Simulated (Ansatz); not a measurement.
# C4H13ClMoO5: basis-set convergence

One table from this session's results is given with a row withheld; the runs are named, their logs left out.

Program: Ansatz 0.2.0, Gaussian basis. Level of theory: one geometry, several basis sets. These are calculated values, not measurements.

Plan: PBE0-D4/def2-SVP; ωB97M-V/def2-SVP; PBE0-D4/def2-QZVPP; ωB97M-V/def2-QZVPP; the functionals' def2-TZVPP values are taken from earlier runs.

## The geometry

An earlier PBE0-D4 in a triple-zeta def2 set relaxation fixed the geometry. Mo takes the def2 core potential; no spin-orbit term is included.

24 atoms, charge 0, spin multiplicity 1.

Atoms are counted from 1 here; the program's logs count them from 0.

Bond lengths: C1–O2 1.398 Å, C1–H12 1.092 Å, C1–H13 1.095 Å, C1–H14 1.096 Å, O2–Mo3 1.845 Å, Mo3–O4 1.918 Å, Mo3–Cl5 2.458 Å, Mo3–O6 1.861 Å, Mo3–O8 1.838 Å, Mo3–O10 1.869 Å, O4–H15 0.961 Å, O6–C7 1.388 Å, C7–H16 1.095 Å, C7–H17 1.097 Å, C7–H18 1.093 Å, O8–C9 1.392 Å, C9–H19 1.096 Å, C9–H20 1.093 Å and more. Angles: O2–C1–H12 108.9°, O2–C1–H13 109.5°, O2–C1–H14 109.8°, H12–C1–H13 109.7°, H12–C1–H14 109.9°, H13–C1–H14 109.0°, C1–O2–Mo3 131.1°, O2–Mo3–O4 90.2°, O2–Mo3–Cl5 171.4°, O2–Mo3–O6 91.0°, O2–Mo3–O8 102.4°, O2–Mo3–O10 97.9°, O4–Mo3–Cl5 82.1°, O4–Mo3–O6 87.8°, O4–Mo3–O8 166.7°, O4–Mo3–O10 86.5°, Cl5–Mo3–O6 85.0°, Cl5–Mo3–O8 85.6° and more.

Set-up of the first run:

File in.yaml:

```yaml
crystal:
  periodic: [false, false, false]
  atoms:
    - {symbol: C, position_ang: [0.472839, -2.868447, 0.807966]}
    - {symbol: O, position_ang: [0.953651, -1.559764, 0.702086]}
    - {symbol: Mo, position_ang: [0.120324, -0.001300, 0.173178]}
    - {symbol: O, position_ang: [-0.464144, -0.854132, -1.442514]}
    - {symbol: Cl, position_ang: [-1.211744, 1.856575, -0.728792]}
    - {symbol: O, position_ang: [-1.476183, -0.550227, 0.957196]}
    - {symbol: C, position_ang: [-2.782666, -0.737264, 0.526925]}
    - {symbol: O, position_ang: [0.600386, 1.173220, 1.503465]}
    - {symbol: C, position_ang: [1.022903, 2.495378, 1.603367]}
    - {symbol: O, position_ang: [1.520757, 0.707015, -0.841747]}
    - {symbol: C, position_ang: [1.716081, 0.974983, -2.189060]}
    - {symbol: H, position_ang: [1.237628, -3.490251, 1.277617]}
    - {symbol: H, position_ang: [0.244532, -3.255077, -0.190717]}
    - {symbol: H, position_ang: [-0.440562, -2.880086, 1.412972]}
    - {symbol: H, position_ang: [-0.945536, -0.315316, -2.076129]}
    - {symbol: H, position_ang: [-3.244368, 0.234021, 0.320503]}
    - {symbol: H, position_ang: [-2.786004, -1.335570, -0.392914]}
    - {symbol: H, position_ang: [-3.349213, -1.256926, 1.304112]}
    - {symbol: H, position_ang: [1.821142, 2.678248, 0.875477]}
    - {symbol: H, position_ang: [1.391673, 2.671570, 2.616666]}
    - {symbol: H, position_ang: [0.183791, 3.163933, 1.390191]}
    - {symbol: H, position_ang: [1.405473, 0.116620, -2.795899]}
    - {symbol: H, position_ang: [2.776289, 1.178556, -2.362538]}
    - {symbol: H, position_ang: [1.127648, 1.853744, -2.478111]}
basis:
  gaussian: {orbitals: def2-SVP}
hamiltonian: {xc: pbe0, dispersion: d4}
output: {orbitals: {seedname: orbitals}}
```

Launch:

```console
> ansatz run in.yaml --threads 11 --pin off --events-out ev --progress --plain --max-ram 174080MiB --backend cpu
```

Among the steps run: PBE0-D4 in def2-SVP; ωB97M-V in def2-SVP; PBE0-D4 in def2-QZVPP; ωB97M-V in def2-QZVPP.

One of the session's tables, all rows but one given; the rest of the session is left out.

It belongs to the step «Functionals by basis». 

| functional | basis | HOMO (eV) | LUMO (eV) |
| --- | --- | --- | --- |
| PBE0-D4 | def2-SVP | ? | ? |
| PBE0-D4 | def2-TZVPP | -7.77 | -2.81 |
| PBE0-D4 | def2-QZVPP | -7.80 | -2.82 |
| ωB97M-V | def2-SVP | -9.95 | -0.85 |
| ωB97M-V | def2-TZVPP | -10.09 | -0.89 |
| ωB97M-V | def2-QZVPP | -10.12 | -0.89 |

Estimate the missing values for PBE0-D4, def2-SVP.

**Answer.** HOMO (eV): -7.66; LUMO (eV): -2.77. In the column «HOMO (eV)» it is the highest.
